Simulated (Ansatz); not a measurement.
# CH₉BOSi₂: a ladder of functionals and wavefunction methods

One table from this session's results is given with a row withheld; the runs are named, their logs left out.

Program: Ansatz 0.2.0, Gaussian basis. Level of theory: functionals in def2-TZVPP, the program's frozen cores in correlated methods. These are calculated values, not measurements.

Levels to be run: PBE-D4, r2SCAN-D4, PBE0-D4, B3LYP-D4, ωB97X-V, ωB97M-V, B2PLYP; CCSD(T)/def2-TZVPP; MP2/def2-QZVPP; extrapolation to the limit.

### The relaxed structure

An earlier PBE0-D4 in a triple-zeta def2 set relaxation fixed the geometry.

SMILES `[SiH3]BOC[SiH3]`, 14 atoms, charge 0, spin multiplicity 1.

Atoms are counted from 1 here; the program's logs count them from 0.

Bond lengths: Si1–B2 2.024 Å, Si1–H6 1.491 Å, Si1–H7 1.492 Å, Si1–H8 1.488 Å, B2–O3 1.339 Å, B2–H9 1.209 Å, O3–C4 1.426 Å, C4–Si5 1.900 Å, C4–H10 1.095 Å, C4–H11 1.095 Å, Si5–H12 1.484 Å, Si5–H13 1.484 Å, Si5–H14 1.489 Å. Angles: B2–Si1–H6 110.0°, B2–Si1–H7 109.7°, B2–Si1–H8 113.3°, H6–Si1–H7 106.9°, H6–Si1–H8 108.4°, H7–Si1–H8 108.4°, Si1–B2–O3 119.3°, Si1–B2–H9 121.4°, O3–B2–H9 119.3°, B2–O3–C4 123.9°, O3–C4–Si5 118.8°, O3–C4–H10 107.4°, O3–C4–H11 107.2°, Si5–C4–H10 108.5°, Si5–C4–H11 108.2°, H10–C4–H11 106.0°, C4–Si5–H12 112.8°, C4–Si5–H13 112.4° and more.

Set-up of the first run:

Contents of in.yaml:

```yaml
crystal:
  periodic: [false, false, false]
  atoms:
    - {symbol: Si, position_ang: [-1.776998, -1.156561, 1.948086]}
    - {symbol: B, position_ang: [-0.491292, -0.251283, 0.673424]}
    - {symbol: O, position_ang: [-0.298545, -0.774353, -0.543542]}
    - {symbol: C, position_ang: [0.587550, -0.221617, -1.514651]}
    - {symbol: Si, position_ang: [1.511918, 1.385852, -1.100915]}
    - {symbol: H, position_ang: [-2.810766, -0.183539, 2.404795]}
    - {symbol: H, position_ang: [-1.041851, -1.612434, 3.163450]}
    - {symbol: H, position_ang: [-2.467685, -2.331484, 1.349977]}
    - {symbol: H, position_ang: [0.108956, 0.749578, 0.988277]}
    - {symbol: H, position_ang: [1.324859, -0.993124, -1.761512]}
    - {symbol: H, position_ang: [0.005843, -0.057241, -2.427993]}
    - {symbol: H, position_ang: [2.454287, 1.231275, 0.035137]}
    - {symbol: H, position_ang: [0.587708, 2.519557, -0.848478]}
    - {symbol: H, position_ang: [2.293014, 1.666175, -2.337355]}
basis:
  gaussian: {orbitals: def2-TZVPP}
hamiltonian: {xc: pbe, dispersion: d4}
output: {forces: true, orbitals: {seedname: orbitals}}
```

Command:

```sh
ansatz run in.yaml --threads 4 --pin off --events-out ev --progress --plain --max-ram 10444MiB
```

Among the steps run: PBE-D4 (GGA); r2SCAN-D4 (meta-GGA); PBE0-D4 (hybrid); B3LYP-D4 (hybrid); ωB97X-V (range-separated); ωB97M-V (range-separated); B2PLYP (double hybrid); CCSD(T) in def2-TZVPP; MP2 in def2-QZVPP.

One table of the session follows, with a row left open; its other results are not shown here.

| method | atomisation energy (eV) |
| --- | --- |
| PBE-D4 | 49.182 |
| r2SCAN-D4 | 49.086 |
| PBE0-D4 | 48.714 |
| B3LYP-D4 | 49.059 |
| ωB97X-V | 49.274 |
| ωB97M-V | 49.112 |
| B2PLYP | 48.425 |
| HF/def2-TZVPP | 37.024 |
| MP2/def2-TZVPP | 47.965 |
| CCSD/def2-TZVPP | 47.261 |
| CCSD(T)/def2-TZVPP | 47.798 |
| MP2/CBS | 49.106 |
| CCSD(T)/CBS | ? |

Estimate the missing values for CCSD(T)/CBS.

**Answer.** atomisation energy (eV): 48.939. In the column «atomisation energy (eV)» it lies between PBE0-D4 (48.714) and B3LYP-D4 (49.059).

Among the levels timed on like hardware and quicker than the yardstick, those that no quicker one beats, quickest first: PBE-D4 (4 s, +0.243 eV); PBE0-D4 (4.7 s, -0.225 eV); B3LYP-D4 (7.5 s, +0.120 eV).

B2PLYP carry no dispersion term (for B3LYP, D4 adds 0.469 eV).
